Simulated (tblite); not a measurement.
# C8H13P: the cost of one run

The runs use tblite 0.8.0 and PySCF 2.14.0, with density-fitted response routines of our own; the level of theory stands in each step. All values are computed, except where a source is named. Atoms count from 0, in the outputs and in this text.

## Step 1: The molecule as given

22 atoms, charge 0, multiplicity 1; geometry from: force field or distance geometry start.

Bonds of the start (Å): C0–C1 1.21, C1–P2 1.76, P2–C3 1.81, C3–C4 1.54, C4–C5 1.54, C5–C6 1.49, C6–C7 1.47, C7–C8 1.49, C8–C3 1.51, C0–H9 1.05, P2–H10 1.45, C3–H11 1.12, C4–H12 1.12, C4–H13 1.10, C5–H14 1.12, C5–H15 1.11, C6–H16 1.13, C6–H17 1.12, C7–H18 1.13, C7–H19 1.12, C8–H20 1.09, C8–H21 1.11.

## Step 2: Relaxing the molecule with GFN2-xTB

What the job is given:

```
{"job": {"kind": "relax", "xc": "GFN2-xTB", "basis": "xTB"}, "charge": 0, "multiplicity": 1}
C      4.250600    -0.598700     0.144100
C      3.341900     0.068100    -0.299000
P      2.020300     1.056200    -0.921900
C      0.346200     0.560400    -0.451000
C      0.112800     0.327600     1.050800
C     -1.388400     0.622300     1.192500
C     -2.198000    -0.372200     0.428300
C     -1.635100    -0.896700    -0.821700
C     -0.188100    -0.697900    -1.093700
H      5.031900    -1.178700     0.550000
H      2.278400     2.486100    -0.883100
H     -0.373800     1.365100    -0.751600
H      0.204700    -0.770500     1.261800
H      0.736300     0.959200     1.692200
H     -1.527100     1.605200     0.668900
H     -1.671200     0.768700     2.256600
H     -2.503700    -1.168700     1.171300
H     -3.167600     0.133400     0.179900
H     -2.206700    -0.486300    -1.706900
H     -1.826200    -1.997100    -0.873500
H      0.003000    -0.618700    -2.168200
H      0.349500    -1.548300    -0.626800
```

Run with:

```sh
$ OMP_NUM_THREADS=1 python probes_run.py task.json out
```

This one command runs all jobs of the session in turn.

Q: Estimate the wall time and peak memory of this first job on 1 thread of Intel Xeon Platinum 8488C, shared host.

About 1.2 s, with a peak of 0.18 GiB.
